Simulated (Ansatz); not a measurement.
# Sn3Pb4CO12: the cost of one run

Program: Ansatz 0.2.0. Level of theory: DFT, PBE, plane-wave PAW, default files, scalar-relativistic, as far as a step names no other. These are calculated values, not measurements.

### Step 1. The starting structure

It takes space group R-3m (No. 166, trigonal). The conventional cell has a = 7.579 Å, b = 7.579 Å, c = 18.565 Å, α = 90.00°, β = 90.00°, γ = 120.00°. C (site symmetry -3m) has 6 O at 2.06 Å as nearest neighbours. Sn (site symmetry 2/m) is surrounded by 6 O at 2.06 Å. Pb (site symmetry -3m) has 6 O at 2.67 Å as nearest neighbours. Pb (site symmetry 2/m) is surrounded by 6 O at 2.67 Å. O (site symmetry m) has 1 Sn at 2.06 Å and 1 C at 2.06 Å and 2 Pb at 2.67 Å as nearest neighbours. O (site symmetry m) has 2 Sn at 2.06 Å and 2 Pb at 2.67 Å as nearest neighbours.

Structure file:

```cif
data_structure
_symmetry_space_group_name_H-M 'P 1'
_symmetry_Int_Tables_number 1
_cell_length_a 7.5792
_cell_length_b 7.5792
_cell_length_c 7.5792
_cell_angle_alpha 60.000
_cell_angle_beta 60.000
_cell_angle_gamma 60.000
_cell_volume 307.86
loop_
_atom_site_label
_atom_site_type_symbol
_atom_site_fract_x
_atom_site_fract_y
_atom_site_fract_z
_atom_site_occupancy
C1 C 0.12500 0.12500 0.12500 1
Sn1 Sn 0.62500 0.12500 0.12500 1
Sn2 Sn 0.12500 0.12500 0.62500 1
Sn3 Sn 0.12500 0.62500 0.12500 1
Pb1 Pb 0.62500 0.62500 0.62500 1
Pb2 Pb 0.12500 0.62500 0.62500 1
Pb3 Pb 0.62500 0.62500 0.12500 1
Pb4 Pb 0.62500 0.12500 0.62500 1
O1 O 0.45000 0.05000 0.05000 1
O2 O 0.80000 0.20000 0.80000 1
O3 O 0.05000 0.45000 0.45000 1
O4 O 0.20000 0.80000 0.20000 1
O5 O 0.05000 0.45000 0.05000 1
O6 O 0.80000 0.80000 0.20000 1
O7 O 0.45000 0.05000 0.45000 1
O8 O 0.20000 0.20000 0.80000 1
O9 O 0.80000 0.20000 0.20000 1
O10 O 0.05000 0.05000 0.45000 1
O11 O 0.20000 0.80000 0.80000 1
O12 O 0.45000 0.45000 0.05000 1
```

Atom 1 of the input is the impurity.

### Step 2. Gradients at the starting positions

The input, input.yaml:

```yaml
crystal:
  lattice:
    - [0.0, 5.3593, 5.3593]
    - [5.3593, 0.0, 5.3593]
    - [5.3593, 5.3593, 0.0]
  atoms:
    - { symbol: C, position: [0.125, 0.125, 0.125] }
    - { symbol: Sn, position: [0.625, 0.125, 0.125] }
    - { symbol: Sn, position: [0.125, 0.125, 0.625] }
    - { symbol: Sn, position: [0.125, 0.625, 0.125] }
    - { symbol: Pb, position: [0.625, 0.625, 0.625] }
    - { symbol: Pb, position: [0.125, 0.625, 0.625] }
    - { symbol: Pb, position: [0.625, 0.625, 0.125] }
    - { symbol: Pb, position: [0.625, 0.125, 0.625] }
    - { symbol: O, position: [0.45, 0.05, 0.05] }
    - { symbol: O, position: [0.8, 0.2, 0.8] }
    - { symbol: O, position: [0.05, 0.45, 0.45] }
    - { symbol: O, position: [0.2, 0.8, 0.2] }
    - { symbol: O, position: [0.05, 0.45, 0.05] }
    - { symbol: O, position: [0.8, 0.8, 0.2] }
    - { symbol: O, position: [0.45, 0.05, 0.45] }
    - { symbol: O, position: [0.2, 0.2, 0.8] }
    - { symbol: O, position: [0.8, 0.2, 0.2] }
    - { symbol: O, position: [0.05, 0.05, 0.45] }
    - { symbol: O, position: [0.2, 0.8, 0.8] }
    - { symbol: O, position: [0.45, 0.45, 0.05] }
kpoints:
  mp_grid: { grid: [3, 3, 3] }
scf:
  occupations: { method: fermi_dirac, width: 0.01 }
hamiltonian:
  xc: pbe
  pseudopotentials: { kind: paw }
output:
  forces: true
  stress: true
  populations: true
  efg:
    quadrupole_moments_barn: { Sn: -0.132, O: -0.02558 }
    contact_densities: true
```

Command:

```console
ansatz run input.yaml --threads 1 --pin off --max-ram 2560MiB --backend cpu --events-out ev --progress --plain --runs-dir out
```

**Question.** How long does this run take on 1 thread of Intel Xeon Platinum 8375C at 2.90GHz (Ice Lake), shared host, and how much memory does it need?

About 19 s, with a peak of 0.85 GiB.
